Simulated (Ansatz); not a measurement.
**Ta4O: how settings move the results**

Aim, for Ta4O: make a cell with atoms moved and axes strained at random, then see how the plane-wave cutoff on the displaced cell moves the results.

Method: DFT PBEsol, scalar-relativistic, plane waves, PAW, in Ansatz 0.2.0.

1 further run of the same task is left out (set aside as unsound or not needed).

## 1. The starting structure

It takes space group P4/mmm (No. 123, tetragonal). Conventional cell: a = 3.257 Å, b = 3.257 Å, c = 7.409 Å, α = 90.00°, β = 90.00°, γ = 90.00°. Ta (site symmetry 4/mmm) is surrounded by 4 O at 2.30 Å. Ta (site symmetry 4mm) is surrounded by 1 O at 2.10 Å. Ta (site symmetry 4/mmm) is surrounded by 8 Ta at 2.81 Å. O (site symmetry 4/mmm) is surrounded by 6 Ta at 2.10 to 2.30 Å.

Structure file:

```xyz
5
Lattice="3.2575 0.0000 0.0000 0.0000 3.2575 0.0000 0.0000 0.0000 7.4093" Properties=species:S:1:pos:R:3 pbc="T T T"
Ta    0.0000    0.0000    3.7047
Ta    1.6287    1.6287    5.8027
Ta    1.6287    1.6287    1.6067
Ta    0.0000    0.0000    0.0000
O     1.6287    1.6287    3.7047
```

The structure comes from the Materials Project (structure only); it is used as listed.

## 2. The base input

input.yaml

```yaml
crystal:
  lattice:
    - [3.257497, 0.0, 0.0]
    - [0.0, 3.257497, 0.0]
    - [0.0, 0.0, 7.409341]
  atoms:
    - { symbol: Ta, position: [0.0, 0.0, 0.5] }
    - { symbol: Ta, position: [0.5, 0.5, 0.783158] }
    - { symbol: Ta, position: [0.5, 0.5, 0.216842] }
    - { symbol: Ta, position: [0.0, 0.0, 0.0] }
    - { symbol: O, position: [0.5, 0.5, 0.5] }
basis:
  ecutwfc: 420
kpoints:
  mp_grid: { grid: [12, 12, 6] }
hamiltonian:
  xc: pbesol
scf:
  occupations: { method: gaussian, width: 0.1 }
output:
  forces: true
  stress: true
  eigenvalues: true
  populations: true
  write_density: true
  write_potential: true
  elf: true
  volumetric_format: npy
```

Its results, from an earlier run: -7957.4753 eV/atom at zero smearing, pressure -8.16 GPa, largest force 0.094 eV/Å, no gap on the mesh, in 8 SCF cycles and 27 s.

## 3. A displaced cell, for forces

input.yaml

```yaml
crystal:
  lattice:
    - [3.2320470291, -0.0152481768, 0.0288595295]
    - [-0.0152481768, 3.26075649, -0.0239794059]
    - [0.0656424534, -0.0545423666, 7.3830922482]
  atoms:
    - { symbol: Ta, position: [0.055788104, 0.0175980815, 0.4959207976] }
    - { symbol: Ta, position: [0.5099888585, 0.4844793375, 0.7830196518] }
    - { symbol: Ta, position: [0.495895889, 0.5104955771, 0.2247411169] }
    - { symbol: Ta, position: [0.0271957279, 0.0119959521, -0.009953576] }
    - { symbol: O, position: [0.4860972249, 0.451268064, 0.5148622201] }
basis:
  ecutwfc: 420
kpoints:
  mp_grid: { grid: [10, 10, 4] }
hamiltonian:
  xc: pbesol
scf:
  occupations: { method: gaussian, width: 0.1 }
output:
  forces: true
  stress: true
  eigenvalues: true
```

Command:

```console
> ansatz run input.yaml --threads 1 --pin off --max-ram 2560MiB --backend cpu --events-out ev --progress --plain --runs-dir out
```

What it wrote (excerpt; [...] marks lines left out):

```text
Warning: RAYON_NUM_THREADS=1 ignored (pool sized by the plan → 1); use --threads N
[...]
Pseudopotentials: kind: paw
Pseudopotential: Ta, paw, valence charge 13, recommended cutoff 420 eV (normal), Ta.paw.azcp
Pseudopotential: O, paw, valence charge 6, recommended cutoff 420 eV (normal), O.paw.azcp
Functional definition: PBEsol
[...]
Crystal: 5 atoms, lattice volume = 77.798 Å³
Basis set: ecut = 420 eV, 1543 PW (Γ), exchange–correlation on 48×48×100 points (8 copies of the dense FFT grid, shifted against one another)
Bands: 35, of which v1, the nominal top of the filled ones, is band 29 counted from 1 (28 counted from 0)
Symmetry: 1 space group operations
Space group: P1 (ITA 1), of the structure as read, at distance tolerance 4.3e-5 Å
k-points: 204 of 400 (time reversal used)
[...]
SCF iter   1: F=—  HF=-39786.957019 eV  |F-HF|=—  |Δ(HF+E_count)|=         —  Δρ=1.70e-2  dr2=5.65e-1  ethr=1.77e-3  ⟨swp⟩=4.3  Hψ=28326  notcnv=0
[...]
SCF iter   8: F=-39786.889892 eV  HF=-39786.889892 eV  |F-HF|=1.24e-8  |Δ(HF+E_count)|=   2.43e-8  Δρ=3.20e-6  dr2=1.57e-8  ethr=1.72e-10  ⟨swp⟩=9.7  Hψ=27068  notcnv=0
[...]
SCF converged after 8 iterations
Free energy (F): -39786.889892 eV
[...]
E sigma→0 (E₀):  -39786.884196 eV
Entropy (-TS):   -0.011392 eV (-2.278 meV/atom)
Fermi energy:    18.728843 eV
[...]
--- Forces (eV/Å), atoms counted from 1 ---
  atom   1  Ta    -2.13106164    -1.70232778     0.08714944
  atom   2  Ta     1.08768906     0.88429490     0.84921464
  atom   3  Ta     0.96713101     0.18244272    -0.56132461
  atom   4  Ta    -1.05520322    -0.62943096     1.37855744
  atom   5  O      1.13147658     1.26502834    -1.75344370
[...]
--- Stress (GPa, compression-positive) ---
        0.261532       5.958672       0.086400
        5.958672       0.144414       0.788575
        0.086400       0.788575      -1.492340
  P = ⅓ Tr σ = -0.3621 GPa (-3.621 kbar)
--- Band table (eV; the first three rows and the last of 204) ---
[...]
```

Wall time 51 s (1 thread of Arm Neoverse V1, shared host); peak memory 0.6 GiB.

The change: all atoms moved at random (spread 0.07 Å), cell strained at random (1 %), on a 10×10×4 mesh.

This run gives -7957.3768 eV/atom at zero smearing, pressure -0.36 GPa, largest force 2.729 eV/Å and no gap on the mesh.

## 4. Plane-wave cutoff on the displaced cell: 200 eV

input.yaml: that of step 3 with these lines changed.

```diff
@@ -12,3 +12,3 @@
 basis:
-  ecutwfc: 420
+  ecutwfc: 200
 kpoints:
```

Command:

```console
> ansatz run input.yaml --threads 1 --pin off --max-ram 2560MiB --backend cpu --events-out ev --progress --plain --runs-dir out
```

What it wrote (excerpt; [...] marks lines left out):

```text
Warning: basis.ecutwfc = 200 eV is below the records' recommended 420 eV, and the density's cutoff is lower with it unless basis.ecutrho_ratio is high enough to keep the records' density cutoff: compare with a run at a higher cutoff
Warning: RAYON_NUM_THREADS=1 ignored (pool sized by the plan → 1); use --threads N
[...]
[... 4 set-up lines as earlier in the session ...]
[...]
Crystal: 5 atoms, lattice volume = 77.798 Å³
Basis set: ecut = 200 eV, 507 PW (Γ), exchange–correlation on 30×32×72 points (8 copies of the dense FFT grid, shifted against one another)
Bands: 35, of which v1, the nominal top of the filled ones, is band 29 counted from 1 (28 counted from 0)
[... 2 set-up lines as earlier in the session ...]
k-points: 204 of 400 (time reversal used)
[...]
SCF iter   1: F=—  HF=-39776.735486 eV  |F-HF|=—  |Δ(HF+E_count)|=         —  Δρ=8.96e-2  dr2=4.14e0  ethr=1.77e-3  ⟨swp⟩=4.0  Hψ=27161  notcnv=0
[...]
SCF iter   9: F=-39775.646986 eV  HF=-39775.646986 eV  |F-HF|=1.88e-8  |Δ(HF+E_count)|=   2.33e-8  Δρ=6.59e-6  dr2=2.52e-8  ethr=1.72e-10  ⟨swp⟩=9.1  Hψ=23291  notcnv=0
[...]
SCF converged after 9 iterations
Free energy (F): -39775.646986 eV
[...]
E sigma→0 (E₀):  -39775.640655 eV
Entropy (-TS):   -0.012662 eV (-2.532 meV/atom)
Fermi energy:    18.797807 eV
[...]
--- Forces (eV/Å), atoms counted from 1 ---
  atom   1  Ta    -2.55195588    -2.08981236     0.12968311
  atom   2  Ta     1.07200152     0.91198543     1.61156761
  atom   3  Ta     1.00444309     0.16287103    -0.58497256
  atom   4  Ta    -0.94411773    -0.54523233     1.22361525
  atom   5  O      1.41964402     1.56017748    -2.38203171
[...]
--- Stress (GPa, compression-positive) ---
        1.283678       8.064317       0.365708
        8.064317       1.069471       1.394091
        0.365708       1.394090       1.832430
  P = ⅓ Tr σ = 1.3952 GPa (13.952 kbar)
--- Band table (eV; the first three rows and the last of 204) ---
[...]
```

Wall time 23 s (1 thread of Arm Neoverse V1, shared host); peak memory 0.39 GiB.

Result: -7955.1281 eV/atom at zero smearing, pressure 1.40 GPa, largest force 3.301 eV/Å and no gap on the mesh. The log warns that the cutoff lies under the recommended one.

## 5. Plane-wave cutoff on the displaced cell: 250 eV

input.yaml: that of step 4 with these lines changed.

```diff
@@ -12,3 +12,3 @@
 basis:
-  ecutwfc: 200
+  ecutwfc: 250
 kpoints:
```

Command:

```console
> ansatz run input.yaml --threads 1 --pin off --max-ram 2560MiB --backend cpu --events-out ev --progress --plain --runs-dir out
```

What it wrote (excerpt; [...] marks lines left out):

```text
Warning: basis.ecutwfc = 250 eV is below the records' recommended 420 eV, and the density's cutoff is lower with it unless basis.ecutrho_ratio is high enough to keep the records' density cutoff: compare with a run at a higher cutoff
Warning: RAYON_NUM_THREADS=1 ignored (pool sized by the plan → 1); use --threads N
[...]
[... 4 set-up lines as earlier in the session ...]
[...]
Crystal: 5 atoms, lattice volume = 77.798 Å³
Basis set: ecut = 250 eV, 699 PW (Γ), exchange–correlation on 36×36×80 points (8 copies of the dense FFT grid, shifted against one another)
Bands: 35, of which v1, the nominal top of the filled ones, is band 29 counted from 1 (28 counted from 0)
[... 2 set-up lines as earlier in the session ...]
k-points: 204 of 400 (time reversal used)
[...]
SCF iter   1: F=—  HF=-39784.825538 eV  |F-HF|=—  |Δ(HF+E_count)|=         —  Δρ=4.12e-2  dr2=1.22e0  ethr=1.77e-3  ⟨swp⟩=4.1  Hψ=27588  notcnv=0
[...]
SCF iter   8: F=-39784.606092 eV  HF=-39784.606092 eV  |F-HF|=1.40e-8  |Δ(HF+E_count)|=   5.64e-8  Δρ=9.81e-6  dr2=3.73e-8  ethr=1.72e-10  ⟨swp⟩=9.3  Hψ=25788  notcnv=0
[...]
SCF converged after 8 iterations
Free energy (F): -39784.606092 eV
[...]
E sigma→0 (E₀):  -39784.600244 eV
Entropy (-TS):   -0.011696 eV (-2.339 meV/atom)
Fermi energy:    18.739753 eV
[...]
--- Forces (eV/Å), atoms counted from 1 ---
  atom   1  Ta    -2.10103186    -1.66500332     0.07453946
  atom   2  Ta     1.08421550     0.88542793     0.82652303
  atom   3  Ta     0.98180603     0.18396714    -0.45724575
  atom   4  Ta    -1.06101366    -0.63212712     1.39312771
  atom   5  O      1.09604769     1.22772969    -1.83691444
[...]
--- Stress (GPa, compression-positive) ---
        0.279083       5.909096       0.068764
        5.909096       0.239066       0.834759
        0.068764       0.834759      -1.603612
  P = ⅓ Tr σ = -0.3618 GPa (-3.618 kbar)
--- Band table (eV; the first three rows and the last of 204) ---
[...]
```

Run time: 28 s. Hardware: 1 thread of Arm Neoverse V1, shared host; peak memory 0.43 GiB.

This run gives -7956.9200 eV/atom at zero smearing, pressure -0.36 GPa, largest force 2.682 eV/Å and no gap on the mesh. The log warns that the cutoff lies under the recommended one.

## 6. Plane-wave cutoff on the displaced cell: 300 eV

input.yaml: that of step 5 with these lines changed.

```diff
@@ -12,3 +12,3 @@
 basis:
-  ecutwfc: 250
+  ecutwfc: 300
 kpoints:
```

Command:

```console
> ansatz run input.yaml --threads 1 --pin off --max-ram 2560MiB --backend cpu --events-out ev --progress --plain --runs-dir out
```

What it wrote (excerpt; [...] marks lines left out):

```text
Warning: basis.ecutwfc = 300 eV is below the records' recommended 420 eV, and the density's cutoff is lower with it unless basis.ecutrho_ratio is high enough to keep the records' density cutoff: compare with a run at a higher cutoff
Warning: RAYON_NUM_THREADS=1 ignored (pool sized by the plan → 1); use --threads N
[...]
[... 4 set-up lines as earlier in the session ...]
[...]
Crystal: 5 atoms, lattice volume = 77.798 Å³
Basis set: ecut = 300 eV, 943 PW (Γ), exchange–correlation on 40×40×90 points (8 copies of the dense FFT grid, shifted against one another)
Bands: 35, of which v1, the nominal top of the filled ones, is band 29 counted from 1 (28 counted from 0)
[... 2 set-up lines as earlier in the session ...]
k-points: 204 of 400 (time reversal used)
[...]
SCF iter   1: F=—  HF=-39786.492449 eV  |F-HF|=—  |Δ(HF+E_count)|=         —  Δρ=2.36e-2  dr2=6.97e-1  ethr=1.77e-3  ⟨swp⟩=4.1  Hψ=27989  notcnv=0
[...]
SCF iter   8: F=-39786.397428 eV  HF=-39786.397428 eV  |F-HF|=1.24e-8  |Δ(HF+E_count)|=   2.58e-8  Δρ=3.37e-6  dr2=1.63e-8  ethr=1.72e-10  ⟨swp⟩=9.3  Hψ=26166  notcnv=0
[...]
SCF converged after 8 iterations
Free energy (F): -39786.397428 eV
[...]
E sigma→0 (E₀):  -39786.391685 eV
Entropy (-TS):   -0.011484 eV (-2.297 meV/atom)
Fermi energy:    18.729167 eV
[...]
--- Forces (eV/Å), atoms counted from 1 ---
  atom   1  Ta    -2.12339662    -1.69516553     0.08576163
  atom   2  Ta     1.09040716     0.88645801     0.83725982
  atom   3  Ta     0.96845369     0.18353220    -0.54788557
  atom   4  Ta    -1.05873852    -0.63152771     1.38541499
  atom   5  O      1.12330324     1.25670702    -1.76032623
[...]
--- Stress (GPa, compression-positive) ---
        0.350390       5.920665       0.088993
        5.920665       0.233874       0.784741
        0.088993       0.784741      -1.521581
  P = ⅓ Tr σ = -0.3124 GPa (-3.124 kbar)
--- Band table (eV; the first three rows and the last of 204) ---
[...]
```

It took 33 s on 1 thread of Arm Neoverse V1, shared host; peak memory 0.48 GiB.

Read-out: -7957.2783 eV/atom at zero smearing, pressure -0.31 GPa, largest force 2.718 eV/Å and no gap on the mesh. The log warns that the cutoff lies under the recommended one.

## 7. Plane-wave cutoff on the displaced cell set to 350 eV

input.yaml: that of step 6 with these lines changed.

```diff
@@ -12,3 +12,3 @@
 basis:
-  ecutwfc: 300
+  ecutwfc: 350
 kpoints:
```

Command:

```console
> ansatz run input.yaml --threads 1 --pin off --max-ram 2560MiB --backend cpu --events-out ev --progress --plain --runs-dir out
```

What it wrote (excerpt; [...] marks lines left out):

```text
Warning: basis.ecutwfc = 350 eV is below the records' recommended 420 eV, and the density's cutoff is lower with it unless basis.ecutrho_ratio is high enough to keep the records' density cutoff: compare with a run at a higher cutoff
Warning: RAYON_NUM_THREADS=1 ignored (pool sized by the plan → 1); use --threads N
[...]
[... 4 set-up lines as earlier in the session ...]
[...]
Crystal: 5 atoms, lattice volume = 77.798 Å³
Basis set: ecut = 350 eV, 1123 PW (Γ), exchange–correlation on 40×40×96 points (8 copies of the dense FFT grid, shifted against one another)
Bands: 35, of which v1, the nominal top of the filled ones, is band 29 counted from 1 (28 counted from 0)
[... 2 set-up lines as earlier in the session ...]
k-points: 204 of 400 (time reversal used)
[...]
SCF iter   1: F=—  HF=-39786.858965 eV  |F-HF|=—  |Δ(HF+E_count)|=         —  Δρ=1.84e-2  dr2=5.89e-1  ethr=1.77e-3  ⟨swp⟩=4.2  Hψ=28223  notcnv=0
[...]
SCF iter   8: F=-39786.786597 eV  HF=-39786.786597 eV  |F-HF|=1.22e-8  |Δ(HF+E_count)|=   2.43e-8  Δρ=3.18e-6  dr2=1.56e-8  ethr=1.72e-10  ⟨swp⟩=9.5  Hψ=26568  notcnv=0
[...]
SCF converged after 8 iterations
Free energy (F): -39786.786597 eV
[...]
E sigma→0 (E₀):  -39786.780892 eV
Entropy (-TS):   -0.011411 eV (-2.282 meV/atom)
Fermi energy:    18.728485 eV
[...]
--- Forces (eV/Å), atoms counted from 1 ---
  atom   1  Ta    -2.12642218    -1.69760764     0.08731466
  atom   2  Ta     1.08776028     0.88448540     0.84256585
  atom   3  Ta     0.96751544     0.18201670    -0.55639444
  atom   4  Ta    -1.05543272    -0.62967633     1.37890384
  atom   5  O      1.12661020     1.26078908    -1.75220075
[...]
--- Stress (GPa, compression-positive) ---
        0.269485       5.931545       0.082344
        5.931545       0.154295       0.789693
        0.082344       0.789693      -1.516396
  P = ⅓ Tr σ = -0.3642 GPa (-3.642 kbar)
--- Band table (eV; the first three rows and the last of 204) ---
[...]
```

Run time: 38 s. Hardware: 1 thread of Arm Neoverse V1, shared host; peak memory 0.53 GiB.

Read-out: -7957.3562 eV/atom at zero smearing, pressure -0.36 GPa, largest force 2.722 eV/Å and no gap on the mesh. The log warns that the cutoff lies under the recommended one.

## 8. Plane-wave cutoff on the displaced cell set to 600 eV

input.yaml: that of step 7 with these lines changed.

```diff
@@ -12,3 +12,3 @@
 basis:
-  ecutwfc: 350
+  ecutwfc: 600
 kpoints:
```

Command:

```console
> ansatz run input.yaml --threads 1 --pin off --max-ram 2560MiB --backend cpu --events-out ev --progress --plain --runs-dir out
```

What it wrote (excerpt; [...] marks lines left out):

```text
Warning: RAYON_NUM_THREADS=1 ignored (pool sized by the plan → 1); use --threads N
[...]
[... 4 set-up lines as earlier in the session ...]
[...]
Crystal: 5 atoms, lattice volume = 77.798 Å³
Basis set: ecut = 600 eV, 2621 PW (Γ), exchange–correlation on 54×54×120 points (8 copies of the dense FFT grid, shifted against one another)
Bands: 35, of which v1, the nominal top of the filled ones, is band 29 counted from 1 (28 counted from 0)
[... 2 set-up lines as earlier in the session ...]
k-points: 204 of 400 (time reversal used)
[...]
SCF iter   1: F=—  HF=-39786.965814 eV  |F-HF|=—  |Δ(HF+E_count)|=         —  Δρ=1.70e-2  dr2=5.64e-1  ethr=1.77e-3  ⟨swp⟩=4.4  Hψ=28371  notcnv=0
[...]
SCF iter   8: F=-39786.899334 eV  HF=-39786.899334 eV  |F-HF|=1.24e-8  |Δ(HF+E_count)|=   2.43e-8  Δρ=3.25e-6  dr2=1.59e-8  ethr=1.72e-10  ⟨swp⟩=9.9  Hψ=27313  notcnv=0
[...]
SCF converged after 8 iterations
Free energy (F): -39786.899334 eV
[...]
E sigma→0 (E₀):  -39786.893640 eV
Entropy (-TS):   -0.011389 eV (-2.278 meV/atom)
Fermi energy:    18.728875 eV
[...]
--- Forces (eV/Å), atoms counted from 1 ---
  atom   1  Ta    -2.13087928    -1.70213389     0.08718571
  atom   2  Ta     1.08764977     0.88425052     0.84931558
  atom   3  Ta     0.96715186     0.18243055    -0.56149369
  atom   4  Ta    -1.05518348    -0.62943096     1.37854858
  atom   5  O      1.13129277     1.26489141    -1.75338847
[...]
--- Stress (GPa, compression-positive) ---
        0.259618       5.959987       0.086269
        5.959987       0.142546       0.788903
        0.086269       0.788903      -1.494462
  P = ⅓ Tr σ = -0.3641 GPa (-3.641 kbar)
--- Band table (eV; the first three rows and the last of 204) ---
[...]
```

It took 91 s on 1 thread of Arm Neoverse V1, shared host; peak memory 0.82 GiB.

This run gives -7957.3787 eV/atom at zero smearing, pressure -0.36 GPa, largest force 2.729 eV/Å and no gap on the mesh.

## 9. What the plane-wave cutoff on the displaced cell changes

ΔE: energy per atom at zero smearing, less that of the run at 600 eV. Pressure is positive in compression and holds a correction for the finite cutoff (Pulay stress).

| cutoff (eV) | ΔE (meV/atom) | pressure (GPa) | largest change of a force component (eV/Å) | plane waves at Γ | SCF cycles | CPU time |
| --- | --- | --- | --- | --- | --- | --- |
| 200 | 2251 | 1.40 | 0.762 | 507 | 9 | 23 s |
| 250 | 459 | -0.36 | 0.104 | 699 | 8 | 28 s |
| 300 | 100 | -0.31 | 0.014 | 943 | 8 | 33 s |
| 350 | 22.5 | -0.36 | 0.007 | 1123 | 8 | 38 s |
| 420 | 1.89 | -0.36 | 0.000 | 1543 | 8 | 51 s |
| 600 | 0.00 | -0.36 | 0.000 | 2621 | 8 | 91 s |

The times were taken beside other jobs on the same host; read them as orders of magnitude.

## 10. Results

```
                                                                        quantity                                  value
                                                                  displaced cell  pressure -0.4 GPa, no gap on the mesh
plane-wave cutoff on the displaced cell: within 10 and 1 meV/atom of 600 eV from             420 eV for 10; none of the others for 1
```

In words: The last step in the plane-wave cutoff on the displaced cell still changes the energy by 1.89 meV/atom: the series is not settled to 1 meV/atom. Total energies converge more slowly with the cutoff than differences between like structures do. The pressure is off by up to 1.8 GPa. Forces stay within 0.01 eV/Å of the reference from 350 eV on. The listed cell is far from this method's equilibrium (-8.2 GPa, forces up to 0.09 eV/Å), so its values are not those of the relaxed crystal. The runs treat Ta without spin-orbit coupling. In some runs cutoff or mesh lie under the advised values, so their numbers carry a basis error.
